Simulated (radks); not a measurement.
# Pr³⁺ in [Xe] 4f1.5 6p0.5: an all-electron calculation

An exercise on one series of results from a longer session: the logs are not shown, and one member is left open.

The numbers are computed with radks (a radial shooting solver on a logarithmic mesh, Libxc functionals) version 1 (scalar-relativistic Kohn-Sham, PBE, spin-unpolarised, spherical densities, finite nucleus), except any that are marked as measured or tabulated.

**What is computed**

* element: praseodymium (Z = 59)
* charge: +3
* electrons: 56
* configuration: [Xe] 4f1.5 6p0.5
* nuclear rms radius: 4.8919 fm

The first run:

Settings of this run:

```text
Z 59
configuration [Xe] 4f1.5 6p0.5 6s0 5d0
relativity scalar-relativistic
functional pbe,pbe
spin unpolarised
nucleus finite rms 4.8919 fm
c 137.035999084
```

Among the steps run: Self-consistent calculation.

One of the session's tables, all rows but one given; the rest of the session is left out.

It belongs to the step «Shells». Radial moments (bohr):

```
level      <r>  outermost maximum (interpolated)  90 % within  nodes
   1s  0.02410                            0.0154       0.0435      0
   2s   0.1031                            0.0873        0.159      1
   2p  0.09055                            0.0703        0.147      0
   3s   0.2724                             0.249        0.400      2
   3p        ?                                 ?            ?      ?
   3d   0.2475                             0.201        0.387      0
   4s   0.6206                             0.578        0.891      3
   4p   0.6564                             0.603        0.954      2
   4d   0.7199                             0.633         1.08      1
   5s    1.450                              1.32         2.07      4
   5p    1.648                              1.48         2.38      3
   4f   0.9713                             0.668         1.63      0
   5d    2.223                              1.90         3.30      2
   6s    3.281                              3.06         4.63      5
   6p    3.823                              3.57         5.40      4
```

Estimate the missing values for 3p.

As computed: <r>: 0.2705; outermost maximum (interpolated): 0.244; 90 % within: 0.405; nodes: 1. In the column «<r>» it lies between 3d (0.2475) and 3s (0.2724).
